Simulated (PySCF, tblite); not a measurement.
# C3H8F2Si: geometry, infrared bands and NMR shifts

Aim: predict the infrared bands and NMR shifts of C3H8F2Si (`CC[C@@H](F)[SiH2]F`).

Computed with tblite 0.8.0 and PySCF 2.14.0, with density-fitted response routines of our own, on a single molecule in the gas phase. Atoms are numbered from 0 throughout.

## 1. Starting geometry

14 atoms, charge 0, multiplicity 1; geometry from: force field or distance geometry start.

Bonds of the start (Å): C0–C1 1.52, C1–C2 1.55, C2–F3 1.35, C2–Si4 1.86, Si4–F5 1.61, C0–H6 1.10, C0–H7 1.09, C0–H8 1.10, C1–H9 1.09, C1–H10 1.09, C2–H11 1.10, Si4–H12 1.49, Si4–H13 1.49.

## 2. Relaxing the molecule with GFN2-xTB

What the job is given:

```
{"job": {"kind": "relax", "xc": "GFN2-xTB", "basis": "xTB"}, "charge": 0, "multiplicity": 1}
C     -2.038700    -0.179200     0.049800
C     -0.701800    -0.046900    -0.651100
C      0.459200    -0.001200     0.373500
F      0.439800    -1.162600     1.067800
Si     2.155000     0.226800    -0.347300
F      2.181900     1.628700    -1.144500
H     -2.850000    -0.210500    -0.695500
H     -2.092900    -1.084700     0.656300
H     -2.226700     0.676500     0.708700
H     -0.574300    -0.915400    -1.302500
H     -0.702700     0.846500    -1.270200
H      0.263400     0.802800     1.093300
H      3.195100     0.271900     0.714300
H      2.492100    -0.853100    -1.324500
```

On the command line:

```sh
> OMP_NUM_THREADS=1 python probes_run.py task.json out
```

One launch serves the whole session: the jobs run in the order shown.

**Question.** This job is followed by: GFN2-xTB harmonic vibrations, gas phase; GIAO PBE0/pcSseg-1 NMR shielding, non-relativistic, gas phase. Predict these results of the whole session: strongest single infrared mode (GFN2-xTB); zero-point energy (GFN2-xTB); 13C shifts against TMS (PBE0/pcSseg-1); 1H shifts against TMS (PBE0/pcSseg-1, means over atoms taken as alike); 19F shifts against CFCl3 (PBE0/pcSseg-1); 29Si shifts against TMS (PBE0/pcSseg-1); surface potential, 1st and 99th percentile.

The runs gave:

| quantity | value |
| --- | --- |
| strongest single infrared mode (GFN2-xTB) | 2355 cm⁻¹, 347 km/mol |
| zero-point energy (GFN2-xTB) | 65.0 kcal/mol |
| 13C shifts against TMS (PBE0/pcSseg-1) | 91.8, 30.1, 14.2 ppm |
| 1H shifts against TMS (PBE0/pcSseg-1, means over atoms taken as alike) | 5.22, 4.93, 4.75, 1.86, 1.70, 1.29 ppm |
| 19F shifts against CFCl3 (PBE0/pcSseg-1) | -234.0, -272.3 ppm |
| 29Si shifts against TMS (PBE0/pcSseg-1) | -3.7 ppm |
| surface potential, 1st and 99th percentile | -0.96 V and 1.40 V |

In words: Relaxing lowered the energy by 0.136 eV in 59 steps; the close pair that moved most is C2–Si4, from 1.857 to 1.918 Å. All 36 modes are real, so the xTB geometry is a minimum. The strongest single mode, at 2355 cm⁻¹, moves mainly H13. Unscaled tight-binding wavenumbers are off by several per cent, some by more. Its intensities can rank the bands wrongly. C2 (sp3 CH bonded to F and Si) lies farthest downfield among carbon, at 91.8 ppm; pulled downfield by the heteroatom. At PBE0/pcSseg-1: The widest tensor belongs to F3: span 108 ppm, with a paramagnetic part of -32 ppm.
